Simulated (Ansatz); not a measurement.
# InCNF2 (SMILES N#[C][In]([F])[F]): HF/def2-SVPD (core potential)

What is the electronic atomisation energy of InCNF2 at HF/def2-SVPD (core potential)? 

The calculation is run with Ansatz 0.2.0.

45 further runs of the same task are left out: 1 that didn't finish, 44 set aside as unsound or not needed. Runs told in other sessions of the task aren't counted.

**1. Starting point**

InCNF2 has 5 atoms, charge 0, and is taken as a singlet. As SMILES, `N#[C][In]([F])[F]`. Geometry: relaxed at PBE0-D4/def2-TZVP.

Bond lengths: N1–C2 1.152 Å, C2–In3 2.072 Å, In3–F4 1.919 Å, In3–F5 1.919 Å. Angles: N1–C2–In3 180.0°, C2–In3–F4 123.5°, C2–In3–F5 123.5°, F4–In3–F5 112.9°.

**2. A single-point energy at HF/def2-SVPD (core potential)**

Contents of molecule.yaml:

```yaml
crystal:
  periodic: [false, false, false]
  atoms:
    - {symbol: "N", position_ang: [1.298000, -1.592200, 1.589600]}
    - {symbol: C, position_ang: [0.724900, -0.890300, 0.878600]}
    - {symbol: In, position_ang: [-0.306000, 0.372300, -0.400300]}
    - {symbol: F, position_ang: [-1.872100, -0.154800, -1.375500]}
    - {symbol: F, position_ang: [0.205100, 2.191400, -0.733700]}
basis:
  gaussian: {orbitals: def2-SVPD}
hamiltonian: {xc: hf}
accuracy: high
output: {orbitals: {seedname: orbitals}}
```

On the command line:

```
$ ansatz run molecule.yaml --threads 1 --pin off --max-ram 3480MiB --events-out events.jsonl --progress --plain --runs-dir runs
```

Output:

```text
Warning: RAYON_NUM_THREADS=1 ignored (pool sized by the plan → 1); use --threads N
Functional definition: HF
  name "HF"
  exchange = exact_x
  correlation = 0
2489 factors; integrals over basis functions are off by at most 2.9e-9 eV
mean field evaluation 1: about -13062.1036 eV, gradient 5.1e1 eV
mean field evaluation 2: about -13062.2519 eV, gradient 5.1e1 eV
mean field evaluation 4: about -13067.5230 eV, gradient 3.6e0 eV
mean field evaluation 8: about -13067.5971 eV, gradient 4.2e-1 eV
mean field evaluation 16: about -13067.5981 eV, gradient 1.8e-8 eV
mean field -13067.59806279 eV, -480.2253712713 hartree, gradient 1.9e-8 eV, S^2 0.000000; 0 other end points of the search recorded, 0 dependent functions left out
reference -13067.59806279 eV, -480.2253712713 hartree; 26, 26 occupied and 92, 92 virtual orbitals, 2489 factors
Total energy: -13067.59806279 eV, -480.2253712713 hartree
```

It took 7.5 s on 1 thread of Arm Neoverse V1, shared host; peak memory 0.41 GiB.

**3. The C atom at the same level**

Contents of run.yaml:

```yaml
crystal:
  periodic: [false, false, false]
  atoms:
    - {symbol: C, position_ang: [0.000000, 0.000000, 0.000000]}
basis:
  gaussian:
    orbitals: def2-SVPD
magnetization:
  spin_polarized: true
  initial_magnetization: 2
accuracy: high
hamiltonian:
  xc: hf
```

On the command line:

```
$ ansatz run run.yaml --threads 1 --pin off --max-ram 3480MiB --events-out events.jsonl --progress --plain --runs-dir runs
```

Output:

```text
Warning: RAYON_NUM_THREADS=1 ignored (pool sized by the plan → 1); use --threads N
Functional definition: HF
  name "HF"
  exchange = exact_x
  correlation = 0
163 factors; integrals over basis functions are off by at most 3.2e-9 eV
mean field evaluation 1: about -1024.0898 eV, gradient 6.1e0 eV
mean field evaluation 2: about -1024.0916 eV, gradient 6.1e0 eV
mean field evaluation 4: about -1024.4072 eV, gradient 2.6e-1 eV
mean field evaluation 8: about -1024.4069 eV, gradient 5.7e-4 eV
mean field evaluation 16: about -1024.4071 eV, gradient 1.9e-2 eV
mean field -1024.40687703 eV, -37.6462583631 hartree, gradient 3.5e-8 eV, S^2 2.010192; 2 other end points of the search recorded, 0 dependent functions left out
reference -1024.40687703 eV, -37.6462583631 hartree; 4, 2 occupied and 16, 18 virtual orbitals, 163 factors
Total energy: -1024.40687703 eV, -37.6462583631 hartree
```

It took 0.08 s on 1 thread of Arm Neoverse V1, shared host.

**4. The F atom**

Contents of in.yaml:

```yaml
crystal:
  periodic: [false, false, false]
  atoms:
    - {symbol: F, position_ang: [0.000000, 0.000000, 0.000000]}
basis:
  gaussian:
    orbitals: def2-SVPD
magnetization:
  spin_polarized: true
  initial_magnetization: 1
hamiltonian:
  xc: hf
accuracy: high
```

Run the same way, it converges to -99.28960 Eh (log not shown).

**5. The In atom, same level**

Contents of input.yaml:

```yaml
basis:
  gaussian:
    orbitals: def2-SVPD
crystal:
  periodic: [false, false, false]
  atoms:
    - symbol: In
      position_ang: [0.000000, 0.000000, 0.000000]
accuracy: high
hamiltonian:
  xc: hf
magnetization:
  spin_polarized: true
  initial_magnetization: 1
```

Run the same way, it converges to -189.20680 Eh (log not shown).

**6. The N atom at the same level**

Contents of run.yaml:

```yaml
crystal:
  periodic: [false, false, false]
  atoms:
    - symbol: N
      position_ang: [0.000000, 0.000000, 0.000000]
basis:
  gaussian: {orbitals: def2-SVPD}
magnetization: {spin_polarized: true, initial_magnetization: 3}
hamiltonian: {xc: hf}
accuracy: high
```

Run the same way, it converges to -54.33726 Eh (log not shown).

**7. What came out**

Level: HF/def2-SVPD (core potential).

| quantity | value |
| --- | --- |
| molecule: total energy | -480.22537 Eh |
| molecule: HOMO energy | -14.01 eV |
| molecule: LUMO energy | 0.04 eV |
| molecule: HOMO–LUMO gap | 14.05 eV |
| C atom: total energy | -37.64626 Eh |
| C atom: ⟨S²⟩ | 2.010 |
| F atom: total energy | -99.28960 Eh |
| F atom: ⟨S²⟩ | 0.754 |
| In atom: total energy | -189.20680 Eh |
| In atom: ⟨S²⟩ | 0.762 |
| N atom: total energy | -54.33726 Eh |
| N atom: ⟨S²⟩ | 3.759 |
| electronic atomisation energy | 12.404 eV |

What this shows: Taking the molecule apart into free atoms costs 12.40 eV (286 kcal/mol), before zero-point energy and without spin-orbit coupling. Hartree–Fock lacks the correlation of the bonding pairs, which as a rule makes this value much too low; in minimal bases other errors can mask that.
